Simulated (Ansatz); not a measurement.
**BClH₅NSi₂: small, medium and large basis sets**

An exercise on one series of results from a longer session: the logs are not shown, and one member is left open.

Method: one geometry, several basis sets; program: Ansatz 0.2.0, Gaussian basis.

Plan: PBE0-D4/def2-SVP; ωB97M-V/def2-SVP; PBE0-D4/def2-QZVPP; ωB97M-V/def2-QZVPP; the functionals' def2-TZVPP values are taken from earlier runs.

## The geometry

The geometry comes from an earlier relaxation with PBE0-D4 in a triple-zeta def2 set; it is a stationary point, not always the lowest conformer.

SMILES `BN1[SiH2][SiH]1Cl`, 10 atoms, charge 0, spin multiplicity 1.

Atoms are counted from 1 here; the program's logs count them from 0.

Bond lengths: B1–N2 1.407 Å, B1–H6 1.199 Å, B1–H7 1.200 Å, N2–Si3 1.775 Å, N2–Si4 1.745 Å, Si3–Si4 2.225 Å, Si3–H8 1.482 Å, Si3–H9 1.484 Å, Si4–Cl5 2.046 Å, Si4–H10 1.478 Å. Angles: N2–B1–H6 119.6°, N2–B1–H7 119.6°, H6–B1–H7 120.9°, B1–N2–Si3 140.1°, B1–N2–Si4 141.4°, Si3–N2–Si4 78.4°, N2–Si3–Si4 50.2°, N2–Si3–H8 115.2°, N2–Si3–H9 115.7°, Si4–Si3–H8 122.5°, Si4–Si3–H9 125.0°, H8–Si3–H9 111.4°, N2–Si4–Si3 51.4°, N2–Si4–Cl5 116.1°, N2–Si4–H10 116.3°, Si3–Si4–Cl5 123.5°, Si3–Si4–H10 127.8°, Cl5–Si4–H10 107.6°.

Set-up of the first run:

Input file in.yaml:

```yaml
crystal:
  periodic: [false, false, false]
  atoms:
    - {symbol: B, position_ang: [-0.809861, 1.210494, 0.959766]}
    - {symbol: N, position_ang: [-0.135301, 0.225311, 0.215612]}
    - {symbol: Si, position_ang: [0.232219, -1.510210, 0.271465]}
    - {symbol: Si, position_ang: [0.846286, 0.028939, -1.213529]}
    - {symbol: Cl, position_ang: [-0.103192, 0.311546, -3.003322]}
    - {symbol: H, position_ang: [-0.834846, 2.341002, 0.560062]}
    - {symbol: H, position_ang: [-1.348905, 0.909444, 1.988787]}
    - {symbol: H, position_ang: [-0.926708, -2.408578, 0.053849]}
    - {symbol: H, position_ang: [1.055394, -1.957371, 1.421912]}
    - {symbol: H, position_ang: [2.108015, 0.798324, -1.251603]}
basis:
  gaussian: {orbitals: def2-SVP}
hamiltonian: {xc: pbe0, dispersion: d4}
output: {orbitals: {seedname: orbitals}}
```

Started as:

```sh
ansatz run in.yaml --threads 4 --pin off --events-out ev --progress --plain --max-ram 10444MiB
```

Among the steps run: PBE0-D4 in def2-SVP; ωB97M-V in def2-SVP; PBE0-D4 in def2-QZVPP; ωB97M-V in def2-QZVPP.

One of the session's tables, all rows but one given; the rest of the session is left out.

It belongs to the step «Density functionals: the series». 

```
functional       basis  HOMO (eV)
   PBE0-D4    def2-SVP          ?
   PBE0-D4  def2-TZVPP      -7.50
   PBE0-D4  def2-QZVPP      -7.51
   ωB97M-V    def2-SVP      -9.49
   ωB97M-V  def2-TZVPP      -9.51
   ωB97M-V  def2-QZVPP      -9.52
```

**Question.** Estimate the row for PBE0-D4, def2-SVP.

The run gave: HOMO (eV): -7.52. In the column «HOMO (eV)» it lies between ωB97M-V, def2-SVP (-9.49) and PBE0-D4, def2-QZVPP (-7.51).
